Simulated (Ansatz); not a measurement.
# GeH₂F (doublet): wave-function methods side by side, cc-pVDZ

An exercise on one series of results from a longer session: the logs are not shown, and one member is left open.

The runs use Ansatz 0.2.0, Gaussian basis; cc-pVDZ, core rule «outside noble gas», up to 15 orbitals frozen.

To be run: UHF; CCSD(T) on ROHF; CCSD(T) on UHF; BCCD(T) on ROHF; CISD; CCSDT(Q) on ROHF; CCSDT(Q) on UHF.

30 further runs of the same task are left out: 16 for a known fault of the program, 5 that didn't finish, 9 set aside as unsound or not needed.

### The system

The geometry is a PBE0/def2-TZVP stationary point (not a proven minimum). No spin-orbit coupling is included. The filled d shell of Ge may be among the frozen orbitals whatever the setting's name suggests; the logs give the count.

4 atoms, charge 0, spin multiplicity 2.

Atoms are counted from 1 here; the program's logs count them from 0.

Bond lengths: Ge1–F2 1.745 Å, Ge1–H3 1.549 Å, Ge1–H4 1.549 Å. Angles: F2–Ge1–H3 105.4°, F2–Ge1–H4 105.4°, H3–Ge1–H4 113.3°.

Coordinates:

```xyz
4
FGeH2
Ge   -0.0341    0.0000    0.3439
F     0.0571    0.0000   -1.3990
H     0.6890   -1.2941    0.7942
H     0.6890    1.2941    0.7942
```

Set-up of the first run:

File in.yaml:

```yaml
crystal:
  periodic: [false, false, false]
  atoms:
    - {symbol: Ge, position_ang: [-0.034065, 0.000000, 0.343866]}
    - {symbol: F, position_ang: [0.057140, -0.000001, -1.399029]}
    - {symbol: H, position_ang: [0.688990, -1.294147, 0.794154]}
    - {symbol: H, position_ang: [0.688989, 1.294148, 0.794153]}
basis:
  gaussian: {orbitals: cc-pVDZ}
magnetization: {spin_polarized: true, initial_magnetization: 1}
hamiltonian: {xc: hf}
output: {orbitals: {seedname: orbitals}}
```

On the command line:

```console
ansatz run in.yaml --threads 1 --pin off --events-out ev --progress --plain --max-ram 2393MiB
```

Steps of the session up to this table: UHF; CCSD(T) on ROHF; CCSD(T) on UHF; BCCD(T) on ROHF; CISD; CCSDT(Q) on ROHF; CCSDT(Q) on UHF.

One of the session's tables, all rows but one given; the rest of the session is left out.

It belongs to the step «Misses and costs». 

```
   method  from UCCSDT(Q) (meV)
     ROHF               +8107.6
      UHF               +8067.5
     RMP2                +692.6
     UMP2                +685.2
    RCCSD                +174.8
    UCCSD                     ?
 RCCSD(T)                 +37.4
 UCCSD(T)                 +33.6
  BCCD(T)                 +33.7
   RCCSDT                 +19.9
   UCCSDT                 +16.1
RCCSDT(Q)                  +6.2
UCCSDT(Q)                     0
```

Estimate the missing values for UCCSD.

**Answer.** from UCCSDT(Q) (meV): +170.6. In the column «from UCCSDT(Q) (meV)» it lies between RCCSD(T) (+37.4) and RCCSD (+174.8).

Not comparable, so not listed: CISD (they don't share determinant, frozen orbitals or solution with the rows shown, or repeat one).

Limits of these values: Restricted and unrestricted rows rest on different reference determinants; where their highest levels disagree by more than a few hundredths of an eV, they describe different states and don't form one ladder.
